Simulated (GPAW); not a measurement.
A run of GPAW 26.7.0 is set up as follows.

run.py

```python
from ase import Atoms
from ase.filters import FrechetCellFilter
from ase.io import write
from ase.optimize import BFGS
from ase.units import GPa
from gpaw import GPAW, PW, setup_paths

setup_paths.insert(0, '.')

atoms = Atoms(['Sb', 'Sb', 'Sb', 'In'],
              cell=[[0.0, 3.794555, 3.794555],
                    [3.794555, 0.0, 3.794555],
                    [3.794555, 3.794555, 0.0]],
              scaled_positions=[[0.5, 0.5, 0.5],
                                [0.75, 0.75, 0.75],
                                [0.25, 0.25, 0.25],
                                [0.0, 0.0, 0.0]],
              pbc=True)

calc = GPAW(mode=PW(600),
            xc='PBEsol',
            kpts={'size': (5, 5, 5), 'gamma': True},
            occupations={'name': 'fermi-dirac', 'width': 0.05},
            nbands=45,
            convergence={'density': 1e-05, 'forces': 0.0001},
            maxiter=150,
            txt='gpaw.txt')
atoms.calc = calc
opt = BFGS(FrechetCellFilter(atoms, scalar_pressure=10 * GPa), trajectory='relax.traj', logfile='-')
done = opt.run(fmax=0.02, steps=60)
calc.write('gs.gpw')
write('result.traj', atoms)
print('Converged:', done)
print('Cell:', atoms.cell.cellpar().round(4))
print('Volume:', round(atoms.get_volume(), 4))
print(atoms.get_scaled_positions().round(5))
```

Potentials or basis: PAW data sets generated in the run's folder for this functional, pw.

Run with:

```console
$ gpaw-setup -f PBEsol In Sb
$ OMP_NUM_THREADS=1 python run.py
```

Question: Estimate the space group after relaxing (to 0.05 Å).

Answer: Fm-3m (No. 225).

Question: Predict the relaxed cell.

Answer: a = 5.054 Å, b = 5.054 Å, c = 5.054 Å, α = 60.00°, β = 60.00°, γ = 60.00°.

Step by step:
```csv
step,energy change (eV),largest force (eV/Å),pressure (GPa),volume (Å³)
1,0.0000,0.0000,-3.33,109.27
2,-0.0477,0.0000,-2.22,106.64
3,0.2107,0.0000,9.52,91.79
4,0.2405,0.0000,10.09,91.31
```

Caveat: later steps reuse the first step's grids; the volume moved by over 15 % at a fixed basis, so the end points are rough. Spin-orbit coupling is left out, which matters for the levels of Sb.
